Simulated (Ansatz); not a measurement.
## Pt2W under changes of volume

One of the cells (15.218 Å³/atom); the others are scaled copies at fixed shape and fractional positions:

```xyz
3
Lattice="-1.3864 1.9822 4.1533 1.3864 -1.9822 4.1533 1.3864 1.9822 -4.1533" Properties=species:S:1:pos:R:3 pbc="T T T"
Pt    0.0000    0.0000    2.7974
Pt    0.0000    0.0000    5.5091
W     0.0000    0.0000    0.0000
```

The cell comes from a database or a generator and needn't be the stable form of this composition.

| Quantity | Value |
| --- | --- |
| Program | Ansatz 0.2.0 |
| Functional | PBEsol |
| Potentials or basis | all-electron LAPW, scalar-relativistic |
| Cutoff | 285 eV (chosen from the basis error) |
| Basis error allowed | 0.001 eV/atom |
| k mesh | 12 × 12 × 12 |
| Occupations | fermi-dirac, width 0.05 eV |
| Spin | no spin polarisation |

```csv
volume (Å³/atom),energy over the lowest point (meV/atom),pressure (GPa),largest force (eV/Å)
14.305,32.39,16.5,0.140
14.609,8.98,8.4,0.087
14.914,0.00,1.3,0.037
15.218,3.82,-5.1,0.010
15.522,?,?,?
15.827,44.22,-15.7,0.093
16.131,78.35,-20.1,0.130
```

Question: What does the run at 15.522 Å³/atom give?

Answer: Energy over the lowest point 18.99 meV/atom; pressure -10.7 GPa; largest force 0.053 eV/Å.

Worked out: A Birch-Murnaghan fit of order 3 (a polynomial in V^(-2/3)) to the other rows has its minimum at 14.97 Å³/atom with B0 = V·E''(V) = 324 GPa and B' = 4.9 at fixed shape and positions, which overstates the stiffness. It gives 18.95 meV/atom at 15.522 Å³/atom, against the run's 18.99, and -dE/dV = -10.7 GPa, against -10.7.

Energies are extrapolated to zero smearing.

The runs don't all hold the same shells in valence.
